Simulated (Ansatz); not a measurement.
# C₂H₆GeTe: up Jacob's ladder to CCSD(T)

One table from this session's results is given with a row withheld; the runs are named, their logs left out.

Method: functionals in def2-TZVPP, the program's frozen cores in correlated methods; program: Ansatz 0.2.0, Gaussian basis.

The runs, in order: LDA (SPW92), PBE-D4, revPBE-D4, BLYP-D4, r2SCAN-D4, B97M-V, PBE0-D4, B3LYP-D4, r2SCANh-D4, r2SCAN0-D4, HSE06-D4, BHLYP-D4, CAM-B3LYP-D4, LC-ωPBE, ωB97X-V, ωB97M-V, B2PLYP, PBE-QIDH; CCSD(T)/def2-SVP; CCSD(T)/def2-TZVPP; MP2/def2-QZVPP; extrapolation to the limit; RPA on PBE.

## The geometry

The geometry comes from an earlier relaxation with PBE0-D4 in a triple-zeta def2 set; it is a stationary point, not always the lowest conformer. Te takes the def2 core potential; no spin-orbit term is included.

SMILES `[GeH3][CH]1C[Te]1`, 10 atoms, charge 0, spin multiplicity 1.

Atoms are counted from 1 here; the program's logs count them from 0.

Bond lengths: Ge1–C2 1.948 Å, Ge1–H5 1.534 Å, Ge1–H6 1.535 Å, Ge1–H7 1.544 Å, C2–C3 1.459 Å, C2–Te4 2.188 Å, C2–H8 1.085 Å, C3–Te4 2.176 Å, C3–H9 1.084 Å, C3–H10 1.084 Å. Angles: C2–Ge1–H5 110.0°, C2–Ge1–H6 107.4°, C2–Ge1–H7 109.6°, H5–Ge1–H6 110.9°, H5–Ge1–H7 109.2°, H6–Ge1–H7 109.7°, Ge1–C2–C3 120.9°, Ge1–C2–Te4 114.0°, Ge1–C2–H8 116.8°, C3–C2–Te4 70.0°, C3–C2–H8 115.9°, Te4–C2–H8 109.4°, C2–C3–Te4 70.9°, C2–C3–H9 118.9°, C2–C3–H10 118.9°, Te4–C3–H9 111.6°, Te4–C3–H10 112.5°, H9–C3–H10 115.3° and more.

The first run:

The input, in.yaml:

```yaml
crystal:
  periodic: [false, false, false]
  atoms:
    - {symbol: Ge, position_ang: [-0.722296, 1.280957, 0.161605]}
    - {symbol: C, position_ang: [0.213338, -0.245064, -0.606001]}
    - {symbol: C, position_ang: [0.954970, -1.173004, 0.240910]}
    - {symbol: Te, position_ang: [-0.876431, -2.134824, -0.432868]}
    - {symbol: H, position_ang: [-1.959873, 1.615187, -0.680700]}
    - {symbol: H, position_ang: [-1.121214, 0.901531, 1.594505]}
    - {symbol: H, position_ang: [0.217523, 2.505570, 0.189143]}
    - {symbol: H, position_ang: [0.581219, -0.132674, -1.621021]}
    - {symbol: H, position_ang: [0.952437, -1.019225, 1.314003]}
    - {symbol: H, position_ang: [1.843427, -1.649453, -0.156575]}
basis:
  gaussian: {orbitals: def2-TZVPP}
hamiltonian: {xc: lda}
output: {orbitals: {seedname: orbitals}}
```

Launch:

```
$ ansatz run in.yaml --threads 4 --pin off --events-out ev --progress --plain --max-ram 10444MiB
```

Among the steps run: LDA; PBE-D4 (GGA); revPBE-D4 (GGA); BLYP-D4 (GGA); r2SCAN-D4 (meta-GGA); B97M-V (meta-GGA); B3LYP-D4 (hybrid); r2SCANh-D4 (hybrid); r2SCAN0-D4 (hybrid); HSE06-D4 (hybrid); BHLYP-D4 (hybrid); CAM-B3LYP-D4 (range-separated); LC-ωPBE (range-separated); ωB97X-V (range-separated); ωB97M-V (range-separated); B2PLYP (double hybrid); PBE-QIDH (double hybrid).

One table of the session follows, with a row left open; its other results are not shown here.

It belongs to the step «Orbital energies across the functionals». 

```
  functional  HOMO (eV)  gap (eV)
 LDA (SPW92)          ?         ?
      PBE-D4      -4.85      2.92
   revPBE-D4      -4.79      2.94
     BLYP-D4      -4.67      2.86
   r2SCAN-D4      -5.04      3.26
      B97M-V      -5.09      3.29
     PBE0-D4      -5.85      4.75
    B3LYP-D4      -5.63      4.32
  r2SCANh-D4      -5.42      3.94
  r2SCAN0-D4      -5.98      4.96
    HSE06-D4      -5.47      3.98
    BHLYP-D4      -6.69      6.50
CAM-B3LYP-D4      -7.06      6.97
     LC-ωPBE      -8.37      9.31
     ωB97X-V      -8.04      8.93
     ωB97M-V      -7.93      8.70
```

Q: Estimate the row for LDA (SPW92) from the others.

**Answer.** HOMO (eV): -5.00; gap (eV): 2.89. In the column «HOMO (eV)» it lies between r2SCAN-D4 (-5.04) and PBE-D4 (-4.85).
